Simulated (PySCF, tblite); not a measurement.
# Si₄GeH₁₂, a small molecule taken as a stand-in for a surface group (silicon-backed Si): NMR shifts, core binding energies and electronic excitations

Aim: the NMR shifts, core binding energies and electronic excitations of `[SiH3][Si]([SiH3])([SiH3])[GeH3]`.

Computed with tblite 0.8.0 and PySCF 2.14.0; each step states its level. No surroundings beyond the atoms listed, unless a continuum is named. Atoms count from 0, parts from 1.

### 1 The system as given

17 atoms, charge 0, multiplicity 1; geometry: distance geometry start.

### 2 Relaxing the cluster with GFN2-xTB

What the job is given:

```
{"job": {"kind": "relax", "xc": "GFN2-xTB", "basis": "xTB"}, "charge": 0, "multiplicity": 1}
Si     1.952824    -0.709968    -1.061215
Si     0.092412    -0.025527    -0.024044
Si    -1.493116     0.558521    -1.480614
Si    -0.799400    -1.696925     1.220459
Ge     0.473706     1.810522     1.344027
H      2.998544    -0.948148    -0.063216
H      2.393010     0.297439    -2.047581
H      1.603985    -1.977178    -1.766544
H     -2.075979     1.829204    -1.023250
H     -2.599459    -0.410028    -1.411711
H     -0.963090     0.711744    -2.827631
H     -1.289190    -2.675685     0.223677
H      0.207136    -2.295458     2.073231
H     -1.890366    -1.070586     1.960772
H      1.729151     1.690048     2.200188
H      0.493674     3.067664     0.409732
H     -0.796195     1.937952     2.221280
```

Method: GFN2-xTB geometry optimisation, gas phase.

Command:

```sh
$ OMP_NUM_THREADS=1 python cluster_run.py task.json out
```

The driver reads the jobs from task.json and runs them one after another.

Output:

```text
step      E/eV     max force
  0    -405.26522    1.387
  1    -405.34909    0.760
  2    -405.44560    0.528
  3    -405.48900    0.580
  4    -405.57338    0.686
  5    -405.63962    0.753
  6    -405.70731    0.737
  7    -405.74022    0.556
  8    -405.76686    0.453
  9    -405.78603    0.428
 10    -405.79648    0.306
 11    -405.80554    0.298
 12    -405.81498    0.247
 13    -405.82160    0.183
 14    -405.82472    0.154
 15    -405.82582    0.079
 16    -405.82629    0.050
 17    -405.82670    0.044
 18    -405.82718    0.062
 19    -405.82766    0.068
 20    -405.82812    0.056
 21    -405.82862    0.056
 22    -405.82935    0.088
 23    -405.83054    0.136
 24    -405.83234    0.150
 25    -405.83447    0.176
 26    -405.83630    0.149
 27    -405.83766    0.091
 28    -405.83877    0.101
 29    -405.83990    0.094
 30    -405.84115    0.093
 31    -405.84224    0.089
 32    -405.84308    0.079
 33    -405.84363    0.065
 34    -405.84389    0.033
 35    -405.84398    0.015
 36    -405.84401    0.013
 37    -405.84405    0.013
 38    -405.84411    0.024
 39    -405.84420    0.030
 40    -405.84430    0.023
 41    -405.84435    0.011
 42    -405.84437    0.009
 43    -405.84439    0.014
 44    -405.84441    0.020
 45    -405.84445    0.020
 46    -405.84447    0.011
 47    -405.84448    0.006
```

Wall time 1 s (1 thread of Arm Neoverse V2, shared host).

Step by step:

```
step  energy from step 0 (eV)  largest force (eV/Å)
   0                   0.0000                1.3873
   2                  -0.1804                0.5280
   4                  -0.3082                0.6854
   6                  -0.4421                0.7378
   8                  -0.5016                0.4528
  10                  -0.5313                0.3065
  12                  -0.5498                0.2469
  14                  -0.5595                0.1543
  16                  -0.5611                0.0507
  18                  -0.5620                0.0618
  20                  -0.5629                0.0558
  22                  -0.5641                0.0877
  24                  -0.5671                0.1499
  26                  -0.5711                0.1488
  28                  -0.5736                0.1003
  30                  -0.5759                0.0923
  32                  -0.5779                0.0793
  34                  -0.5787                0.0333
  36                  -0.5788                0.0127
  38                  -0.5789                0.0245
  40                  -0.5791                0.0226
  42                  -0.5792                0.0095
  44                  -0.5792                0.0197
  46                  -0.5793                0.0108
  47                  -0.5793                0.0060
```

Close pairs (by a distance rule), those that changed most:

```
   bond  before (Å)  after (Å)  change (Å)
Si1–Si2       2.231      2.345      +0.114
Si0–Si1       2.237      2.342      +0.105
Si1–Si3       2.267      2.342      +0.076
Si1–Ge4       2.321      2.384      +0.062
Ge4–H15       1.566      1.507      -0.060
Ge4–H16       1.549      1.507      -0.042
 Si0–H7       1.492      1.465      -0.027
Ge4–H14       1.524      1.506      -0.018
```

### 3 Relaxing the molecule at PBE0-D3(BJ)/def2-SVP

What the job is given:

```
{"job": {"xc": "PBE0", "basis": "def2-SVP", "d3": "d3bj", "grid": 2, "kind": "geom", "shake": 0.01}, "charge": 0, "multiplicity": 1}
Si     2.018045    -0.729125    -1.081204
Si    -0.034881    -0.104525    -0.080248
Si    -1.652212     0.640010    -1.629053
Si    -0.804036    -1.787039     1.325211
Ge     0.450336     1.762323     1.309684
H      3.064385    -0.911710    -0.110754
H      2.493031     0.304313    -2.028539
H      1.864844    -1.947646    -1.840294
H     -2.211596     1.943119    -1.235190
H     -2.748081    -0.305393    -1.725836
H     -1.073110     0.791053    -2.954142
H     -1.347349    -2.906777     0.542260
H      0.171325    -2.324443     2.198827
H     -1.947284    -1.334860     2.199903
H      1.692261     1.676798     2.166636
H      0.646668     3.099165     0.620439
H     -0.591860     2.134538     2.342389
```

Output:

```text
step   0  E = -3240.80082826  max force = 0.029956
step   1  E = -3240.81403537  max force = 0.005557
step   2  E = -3240.81469308  max force = 0.001499
step   3  E = -3240.81479549  max force = 0.000567
step   4  E = -3240.81485276  max force = 0.000823
step   5  E = -3240.81493369  max force = 0.001409
step   6  E = -3240.81511232  max force = 0.001872
step   7  E = -3240.81536269  max force = 0.002540
step   8  E = -3240.81557206  max force = 0.001994
step   9  E = -3240.81576331  max force = 0.001109
step  10  E = -3240.81586560  max force = 0.001430
step  11  E = -3240.81593520  max force = 0.001259
step  12  E = -3240.81603248  max force = 0.000980
step  13  E = -3240.81608320  max force = 0.000553
step  14  E = -3240.81612057  max force = 0.000869
step  15  E = -3240.81615285  max force = 0.000800
step  16  E = -3240.81619304  max force = 0.000670
step  17  E = -3240.81622697  max force = 0.000496
step  18  E = -3240.81624576  max force = 0.000270
step  19  E = -3240.81625153  max force = 0.000135
optimisation converged
```

It took 5.8 min on 1 thread of Arm Neoverse V2, shared host; peak memory 0.85 GiB.

Relaxation path:

```
step  energy from step 0 (eV)  largest force component (eV/Å)
   0                   0.0000                          1.5404
   1                  -0.3594                          0.2858
   2                  -0.3773                          0.0771
   3                  -0.3801                          0.0292
   4                  -0.3816                          0.0423
   5                  -0.3838                          0.0725
   6                  -0.3887                          0.0963
   7                  -0.3955                          0.1306
   8                  -0.4012                          0.1025
   9                  -0.4064                          0.0570
  10                  -0.4092                          0.0735
  11                  -0.4111                          0.0647
  12                  -0.4137                          0.0504
  13                  -0.4151                          0.0284
  14                  -0.4161                          0.0447
  15                  -0.4170                          0.0411
  16                  -0.4181                          0.0345
  17                  -0.4190                          0.0255
  18                  -0.4195                          0.0139
  19                  -0.4197                          0.0069
```

Close pairs (by a distance rule), those that changed most:

```
   bond  before (Å)  after (Å)  change (Å)
Si3–H12       1.415      1.496      +0.081
 Si0–H5       1.439      1.496      +0.057
 Si0–H7       1.444      1.496      +0.052
 Si2–H9       1.451      1.496      +0.045
Si2–H10       1.454      1.496      +0.042
Ge4–H14       1.511      1.541      +0.029
Ge4–H16       1.514      1.541      +0.027
Si0–Si1       2.368      2.342      -0.026
```

The final coordinates are the input of the step that follows.

```
                         at the end point                value
  point group (found at 0.08 Å tolerance)                  C3v
rotational constants (GHz, main isotopes)  1.030, 0.724, 0.724
                        dipole moment (D)                 0.07
```

### 4 NMR shieldings: PBE0/pcSseg-1

What the job is given:

```
{"job": {"kind": "nmr", "xc": "PBE0", "basis": "pcSseg-1"}, "charge": 0, "multiplicity": 1}
Si     2.036782    -0.702991    -1.091645
Si     0.185253     0.101229     0.095750
Si    -1.496223     0.715749    -1.414735
Si    -0.623412    -1.579941     1.512176
Ge     0.816309     1.995859     1.400543
H      3.120847    -1.109506    -0.144493
H      2.565001     0.358388    -2.003597
H      1.642754    -1.890556    -1.911400
H     -2.689019     1.230065    -0.672877
H     -1.910664    -0.464574    -2.234740
H     -0.999127     1.788708    -2.330787
H     -1.027415    -2.778893     0.714401
H      0.437189    -1.984042     2.486647
H     -1.812475    -1.082147     2.271015
H      1.917644     1.606815     2.405006
H      1.350579     3.119142     0.491869
H     -0.399150     2.529170     2.182545
```

With the program's defaults for keys left out, this is: GIAO PBE0/pcSseg-1 NMR shielding, non-relativistic, gas phase.

Output:

```text
coarse grid: 62728 points
cycle   1  E = -3241.1272494961  dE = -1.018e+00  |g| = 8.287e-01  |ddm| = 3.681e+00
cycle   2  E = -3241.1210800126  dE =  6.169e-03  |g| = 7.849e-01  |ddm| = 6.951e-01
cycle   3  E = -3241.1644991332  dE = -4.342e-02  |g| = 8.044e-02  |ddm| = 4.464e-01
cycle   4  E = -3241.1651960793  dE = -6.969e-04  |g| = 1.538e-02  |ddm| = 8.882e-02
cycle   5  E = -3241.1652735492  dE = -7.747e-05  |g| = 2.571e-03  |ddm| = 3.231e-02
cycle   6  E = -3241.1652763444  dE = -2.795e-06  |g| = 4.224e-04  |ddm| = 6.797e-03
final grid: 125208 points
cycle   7  E = -3241.1652719872  dE = -9.997e-08  |g| = 3.738e-04  |ddm| = 2.978e-03
cycle   8  E = -3241.1652719853  dE =  1.880e-09  |g| = 3.825e-04  |ddm| = 1.581e-03
cycle   9  E = -3241.1652720452  dE = -5.982e-08  |g| = 4.148e-05  |ddm| = 7.838e-04
cycle  10  E = -3241.1652720455  dE = -3.674e-10  |g| = 1.254e-05  |ddm| = 5.801e-05
converged SCF energy = -3241.1652720455

GIAO shielding tensors (ppm)
atom      isotropic    diamagn.    paramagn.     s11        s22        s33       span
  0 Si     450.041     880.403    -430.363    439.007    441.370    469.745     30.738
  1 Si     500.089     883.738    -383.649    493.754    495.021    511.490     17.736
  2 Si     449.973     880.501    -430.529    438.671    441.401    469.846     31.176
  3 Si     449.923     880.474    -430.550    438.597    441.429    469.744     31.147
  4 Ge    1646.883    2758.862   -1111.979   1630.601   1631.041   1679.006     48.405
  5 H       27.497      29.298      -1.800     23.845     25.454     33.193      9.349
  6 H       27.499      29.294      -1.795     23.848     25.458     33.191      9.343
  7 H       27.527      29.228      -1.701     23.859     25.316     33.406      9.547
  8 H       27.502      29.426      -1.925     23.849     25.475     33.182      9.333
  9 H       27.529      29.362      -1.833     23.863     25.305     33.419      9.557
 10 H       27.500      29.429      -1.929     23.854     25.455     33.191      9.337
 11 H       27.528      29.313      -1.785     23.859     25.301     33.423      9.564
 12 H       27.499      29.394      -1.896     23.849     25.462     33.184      9.335
 13 H       27.502      29.383      -1.881     23.854     25.473     33.178      9.324
 14 H       27.537      29.564      -2.027     21.015     22.740     38.856     17.841
 15 H       27.536      29.555      -2.020     21.013     22.724     38.870     17.856
 16 H       27.540      29.568      -2.029     21.020     22.757     38.842     17.822
```

Run time: 29 s. Hardware: 1 thread of Arm Neoverse V2, shared host; peak memory 1.1 GiB.

Shifts follow as δ = σ(reference) − σ, with reference shieldings (ppm) from runs at the same level and on the same kind of geometry: $^{1}$H TMS 31.27, $^{29}$Si TMS 352.0, $^{73}$Ge GeMe4 1330. The references are single molecules in the gas phase. Atoms listed in one row are averaged.

```
                    atoms                           environment  σ (ppm)  δ (ppm)
H5, H6, H8, H10, H12, H13    hydrogen on a silicon bonded to Si    27.50     3.77
              H7, H9, H11    hydrogen on a silicon bonded to Si    27.53     3.74
            H14, H15, H16  hydrogen on a germanium bonded to Si    27.54     3.73
            Si0, Si2, Si3             silicon bonded to Si, 3 H    450.0    -98.0
                      Si1            silicon bonded to Ge, 3 Si    500.1   -148.1
                      Ge4           germanium bonded to Si, 3 H     1647     -317
```

The run also stored atomic charges by several schemes (e):

```
        atoms  Mulliken    IAO  Hirshfeld  ESP fit
Si0, Si2, Si3      0.31   0.30       0.21     0.20
          Si1     -0.48  -0.12       0.02    -0.04
          Ge4     -0.06   0.21       0.20     0.07
```

Mayer bond orders: Si0–Si1 0.87, Si1–Si2 0.87, Si1–Si3 0.87, Si1–Ge4 0.89.

### 5 Core holes by ΔSCF: SCAN, X2C

Same as in step 4 but for these lines:

```diff
@@ -1,2 +1,2 @@
-{"job": {"kind": "nmr", "xc": "PBE0", "basis": "pcSseg-1"}, "charge": 0, "multiplicity": 1}
+{"job": {"kind": "xps", "holes": 5}, "charge": 0, "multiplicity": 1}
 Si     2.036782    -0.702991    -1.091645
```

Method: delta-SCF UKS SCAN, pcX-2 on the ionised atom, pcseg-1 elsewhere, spin-free X2C.

Output:

```text
ground state, core basis on atom 0 (Si), 201 functions
  cycle   1  E = -3261.39049125  |g| = 1.84e-01
  cycle   2  E = -3261.39755346  |g| = 8.85e-02
  cycle   3  E = -3261.39926807  |g| = 4.14e-02
  cycle   4  E = -3261.39986012  |g| = 9.55e-03
  cycle   5  E = -3261.39989550  |g| = 1.99e-03
  cycle   6  E = -3261.39989648  |g| = 2.97e-04
  E(ground) = -3261.61581814 Eh
hole in Si 2p of atom 0
  cycle   1  E = -3257.12995283  |g| = 1.23e+00
  cycle   2  E = -3256.69964316  |g| = 1.26e+00
  cycle   3  E = -3257.36801168  |g| = 3.35e-01
  cycle   4  E = -3257.45980206  |g| = 1.22e-01
  cycle   5  E = -3257.47153530  |g| = 3.21e-02
  cycle   6  E = -3257.47231969  |g| = 6.03e-03
  cycle   7  E = -3257.47233597  |g| = 4.02e-03
  cycle   8  E = -3257.47234863  |g| = 6.63e-04
  cycle   9  E = -3257.47234974  |g| = 2.36e-04
  E(ion) = -3257.69942769 Eh   <S^2> = 0.7528   hole on atom = 1.002   binding energy = 106.570 eV
  2p3/2 = 106.365 eV   2p1/2 = 106.988 eV
ground state, core basis on atom 1 (Si), 201 functions
  cycle   1  E = -3261.39898675  |g| = 2.85e-01
  cycle   2  E = -3261.39905835  |g| = 2.59e-02
  cycle   3  E = -3261.39902489  |g| = 2.09e-02
  cycle   4  E = -3261.39917092  |g| = 6.19e-03
  cycle   5  E = -3261.39918784  |g| = 6.74e-04
  cycle   6  E = -3261.39918935  |g| = 1.22e-04
  E(ground) = -3261.61475475 Eh
hole in Si 2p of atom 1
  cycle   1  E = -3257.13063228  |g| = 1.25e+00
  cycle   2  E = -3256.60618265  |g| = 1.37e+00
  cycle   3  E = -3257.39688962  |g| = 3.42e-01
  cycle   4  E = -3257.48542142  |g| = 1.12e-01
  cycle   5  E = -3257.49517010  |g| = 8.90e-03
  cycle   6  E = -3257.49520260  |g| = 4.98e-03
  cycle   7  E = -3257.49522448  |g| = 1.54e-03
  cycle   8  E = -3257.49522548  |g| = 6.57e-04
  cycle   9  E = -3257.49522472  |g| = 1.58e-04
  E(ion) = -3257.72250867 Eh   <S^2> = 0.7528   hole on atom = 1.002   binding energy = 105.913 eV
  2p3/2 = 105.701 eV   2p1/2 = 106.324 eV
```

Run time: 23 s. Hardware: 1 thread of Arm Neoverse V2, shared host; peak memory 0.7 GiB.

Binding energies by hole, beside the orbital energy of the ground state; the difference holds orbital relaxation and, for a density functional, its self-interaction error:

```
       hole     stands for                 environment  ΔSCF (eV; 2p as the shell's mean)  −ε (eV)   ⟨S²⟩
Si2p on Si0  Si0, Si2, Si3   silicon bonded to Si, 3 H                             106.57     96.3  0.753
Si2p on Si1            Si1  silicon bonded to Ge, 3 Si                             105.91     96.2  0.753
```

Each hole run stands for the others of its class of like atoms.

With the spin-orbit splitting: Si0 2p3/2 106.37, 2p1/2 106.99 eV; Si1 2p3/2 105.70, 2p1/2 106.32 eV. The table gives each 2p level as the mean over the whole 2p shell (two parts 2p3/2, one part 2p1/2), which differs a little from the single hole in the log.

### 6 TDDFT and polarisability: CAM-B3LYP/def2-SVPD

Same as in step 5 but for these lines:

```diff
@@ -1,2 +1,2 @@
-{"job": {"kind": "xps", "holes": 5}, "charge": 0, "multiplicity": 1}
+{"job": {"kind": "uv", "xc": "CAM-B3LYP", "basis": "def2-SVPD", "nstates": 6, "ntriplets": 2, "ip": true}, "charge": 0, "multiplicity": 1}
 Si     2.036782    -0.702991    -1.091645
```

Method: TDDFT CAM-B3LYP/def2-SVPD, vertical, gas phase, core orbitals frozen in the response.

Output:

```text
coarse grid: 62728 points
cycle   1  E = -3241.6546903048  dE = -1.006e+00  |g| = 3.996e-01  |ddm| = 4.493e+00
cycle   2  E = -3241.6687476162  dE = -1.406e-02  |g| = 3.633e-01  |ddm| = 8.275e-01
cycle   3  E = -3241.6820708140  dE = -1.332e-02  |g| = 2.782e-02  |ddm| = 3.696e-01
cycle   4  E = -3241.6823201222  dE = -2.493e-04  |g| = 8.962e-03  |ddm| = 1.032e-01
cycle   5  E = -3241.6823507919  dE = -3.067e-05  |g| = 1.782e-03  |ddm| = 2.581e-02
cycle   6  E = -3241.6823522756  dE = -1.484e-06  |g| = 5.063e-04  |ddm| = 5.962e-03
final grid: 125208 points
cycle   7  E = -3241.6823252817  dE = -1.482e-07  |g| = 3.766e-04  |ddm| = 5.732e-03
cycle   8  E = -3241.6823253007  dE = -1.896e-08  |g| = 3.469e-04  |ddm| = 1.816e-03
cycle   9  E = -3241.6823253327  dE = -3.199e-08  |g| = 3.078e-05  |ddm| = 6.978e-04
cycle  10  E = -3241.6823253330  dE = -3.492e-10  |g| = 1.364e-05  |ddm| = 8.381e-05
converged SCF energy = -3241.6823253330

Static polarisability (au): isotropic 158.033, principal 156.665 156.728 160.707

Singlet excitations
state   eV       nm        f      main configurations
  1   6.6398    186.7   0.00000   H-1->L 0.59, H->L+5 0.10
  2   6.6420    186.7   0.00001   H-2->L 0.58, H->L+4 0.11
  3   6.6913    185.3   0.00000   H-1->L+2 0.42, H-2->L+1 0.41
  4   6.8204    181.8   0.14086   H->L 0.62, H-1->L+5 0.09, H-2->L+4 0.08
  5   6.8433    181.2   0.00226   H->L+1 0.39, H->L+2 0.21
  6   6.8472    181.1   0.00234   H->L+2 0.38, H->L+1 0.20

Triplet excitations (Tamm-Dancoff, eV): 5.9389 6.0267
Vertical ionisation energy (delta-SCF) = 9.6514 eV
```

Wall time 5.7 min (1 thread of Arm Neoverse V2, shared host); peak memory 1.3 GiB.

Frontier orbitals and where they lie:

```
orbital      eV                         atoms
 HOMO−3  -11.03  Ge4 30 %, H14 17 %, H16 16 %
 HOMO−2   -9.21  Si1 31 %, Si0 24 %, Si3 15 %
 HOMO−1   -9.21  Si1 31 %, Si2 25 %, Si3 13 %
   HOMO   -9.13   Si1 30 %, Ge4 30 %, Si3 6 %
   LUMO    0.48   Ge4 31 %, Si1 15 %, H16 8 %
 LUMO+1    0.74  Si1 18 %, Si0 16 %, Si3 16 %
 LUMO+2    0.74  Si1 18 %, Si0 16 %, Si2 16 %
```

With each of the 6 states as a Gaussian band of 0.4 eV half-width at 1/e, the curve within the window shown has maxima at 181 nm (ε 5,900) L/(mol cm). Beyond the last state computed it falls off for lack of states. The curve at chosen wavelengths:

```json
{"nm": "173", "ε (L/mol/cm)": "3031"}
{"nm": "174", "ε (L/mol/cm)": "3544"}
{"nm": "175", "ε (L/mol/cm)": "4053"}
{"nm": "177", "ε (L/mol/cm)": "4969"}
{"nm": "178", "ε (L/mol/cm)": "5335"}
{"nm": "179", "ε (L/mol/cm)": "5617"}
{"nm": "180", "ε (L/mol/cm)": "5802"}
{"nm": "182", "ε (L/mol/cm)": "5864"}
{"nm": "183", "ε (L/mol/cm)": "5743"}
{"nm": "184", "ε (L/mol/cm)": "5531"}
{"nm": "185", "ε (L/mol/cm)": "5243"}
{"nm": "187", "ε (L/mol/cm)": "4498"}
{"nm": "188", "ε (L/mol/cm)": "4075"}
{"nm": "189", "ε (L/mol/cm)": "3640"}
{"nm": "190", "ε (L/mol/cm)": "3207"}
{"nm": "192", "ε (L/mol/cm)": "2395"}
{"nm": "193", "ε (L/mol/cm)": "2031"}
{"nm": "194", "ε (L/mol/cm)": "1702"}
{"nm": "195", "ε (L/mol/cm)": "1410"}
{"nm": "197", "ε (L/mol/cm)": "936"}
{"nm": "198", "ε (L/mol/cm)": "750"}
{"nm": "199", "ε (L/mol/cm)": "596"}
{"nm": "200", "ε (L/mol/cm)": "468"}
{"nm": "202", "ε (L/mol/cm)": "281"}
{"nm": "203", "ε (L/mol/cm)": "215"}
{"nm": "204", "ε (L/mol/cm)": "163"}
```

Further results of this job:

```
           property  computed
  dipole moment (D)      0.04
polarisability (Å³)     23.42
 HOMO–LUMO gap (eV)      9.61
      −ε(HOMO) (eV)      9.13
```

### 7 Summary of results

| quantity | value |
| --- | --- |
| point group | C3v |
| rotational constants (main isotopes) | 1.03, 0.72, 0.72 GHz |
| $^{1}$H shifts against TMS (PBE0/pcSseg-1, means over atoms taken as alike) | 3.77, 3.74, 3.73 ppm |
| $^{29}$Si shifts against TMS (PBE0/pcSseg-1, means over atoms taken as alike) | -98.0, -148.1 ppm |
| $^{73}$Ge shifts against GeMe4 (PBE0/pcSseg-1) | -317 ppm |
| Si2p binding energies, SCAN/pcX-2 | Si0 106.57, Si1 105.91 eV |
| lowest singlet (CAM-B3LYP/def2-SVPD) | 6.64 eV (187 nm), f = 0.000 |
| brightest single state of those computed | state 4, 6.82 eV, f = 0.141 |
| lowest triplet | 5.94 eV |
| vertical ionisation energy (ΔSCF) | 9.65 eV |

**Reading.** Relaxing lowered the energy by 0.420 eV in 19 steps; the close pair that moved most is Si3–H12, from 1.415 to 1.496 Å (PBE0/def2-SVP). At PBE0/pcSseg-1: Shielding is most anisotropic at Ge4 (span 48 ppm, paramagnetic term -1112 ppm). The Si2p levels kept as sound span 0.66 eV, from Si1 (silicon bonded to Ge, 3 Si) up to Si0 (silicon bonded to Si, 3 H). The first singlet state (HOMO−1→LUMO 0.59, HOMO→LUMO+5 0.10) lies at 6.64 eV and is dark; of the 6 states computed, the strongest absorption comes from state 4 at 6.82 eV. The lowest triplet lies 0.70 eV below the lowest singlet (triplets in Tamm-Dancoff, singlets in full TDDFT). The orbital energy would give 9.13 eV for ionisation, ΔSCF gives 9.65 eV. Spin-orbit coupling is left out, which matters for shieldings and couplings at and beside the heavy atoms. A capped cluster stands for the solid here, so long-range fields and strain are missing, and bands or shifts of the capping hydrogens have no counterpart in it.
